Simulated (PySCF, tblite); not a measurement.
# C5H3BF3N: geometry, infrared bands and NMR shifts

Wanted: the infrared bands and NMR shifts of C5H3BF3N (`N#CC[C@H]1C(F)=C1B(F)F`), by calculation.

Computed with tblite 0.8.0 and PySCF 2.14.0, with density-fitted response routines of our own, on a single molecule in the gas phase. Atoms count from 0, in the outputs and in this text.

### 1 The starting structure

13 atoms, charge 0, multiplicity 1; geometry from: force field or distance geometry start.

Bonds of the start (Å): N0–C1 1.16, C1–C2 1.44, C2–C3 1.48, C3–C4 1.50, C4–F5 1.36, C4–C6 1.35, C6–B7 1.59, B7–F8 1.46, B7–F9 1.46, C6–C3 1.48, C2–H10 1.13, C2–H11 1.13, C3–H12 1.09.

### 2 Optimising the geometry with GFN2-xTB

What the job is given:

```
{"job": {"kind": "relax", "xc": "GFN2-xTB", "basis": "xTB"}, "charge": 0, "multiplicity": 1}
N     -1.371500    -2.283600     0.367900
C     -1.432800    -1.226700    -0.114500
C     -1.462500     0.083500    -0.714600
C     -0.238600     0.859200    -0.411900
C      0.135400     1.156700     1.011900
F     -0.170900     1.875700     2.122200
C      0.901400     0.274500     0.337400
B      2.152200    -0.698900     0.364000
F      3.439300    -0.162900    -0.066600
F      1.926200    -2.136000     0.430700
H     -2.388700     0.629200    -0.361500
H     -1.545300     0.020000    -1.839500
H      0.051300     1.609800    -1.143100
```

On the command line:

```console
$ OMP_NUM_THREADS=1 python probes_run.py task.json out
```

This one command runs all jobs of the session in turn.

**Question.** This job is followed by: GFN2-xTB harmonic vibrations, gas phase; GIAO PBE0/pcSseg-1 NMR shielding, non-relativistic, gas phase. Predict these results of the whole session: strongest single infrared mode (GFN2-xTB); zero-point energy (GFN2-xTB); 13C shifts against TMS (PBE0/pcSseg-1); 1H shifts against TMS (PBE0/pcSseg-1); 15N shifts against NH3 (PBE0/pcSseg-1); 19F shifts against CFCl3 (PBE0/pcSseg-1, means over atoms taken as alike); 11B shifts against BF3·OEt2 (PBE0/pcSseg-1).

**Answer**, as computed:

| quantity | value |
| --- | --- |
| strongest single infrared mode (GFN2-xTB) | 1915 cm⁻¹, 500 km/mol |
| zero-point energy (GFN2-xTB) | 46.8 kcal/mol |
| 13C shifts against TMS (PBE0/pcSseg-1) | 183.8, 120.6, 79.8, 30.5, 23.4 ppm |
| 1H shifts against TMS (PBE0/pcSseg-1) | 2.92, 2.81, 2.54 ppm |
| 15N shifts against NH3 (PBE0/pcSseg-1) | 312.1 ppm |
| 19F shifts against CFCl3 (PBE0/pcSseg-1, means over atoms taken as alike) | -79.1, -90.0 ppm |
| 11B shifts against BF3·OEt2 (PBE0/pcSseg-1) | 18.4 ppm |

The optimisation took 107 steps and gained 1.306 eV; among the close pairs (by a distance rule), B7–F8 changed most, from 1.459 to 1.315 Å. All 33 modes are real, so the xTB geometry is a minimum. The strongest single mode, at 1915 cm⁻¹, moves mainly C4 and C6. GFN2-xTB is a fitted tight-binding method: band positions and strengths are rough. Its intensities can rank the bands wrongly. At PBE0/pcSseg-1: Shielding is most anisotropic at N0 (span 521 ppm, paramagnetic term -384 ppm).
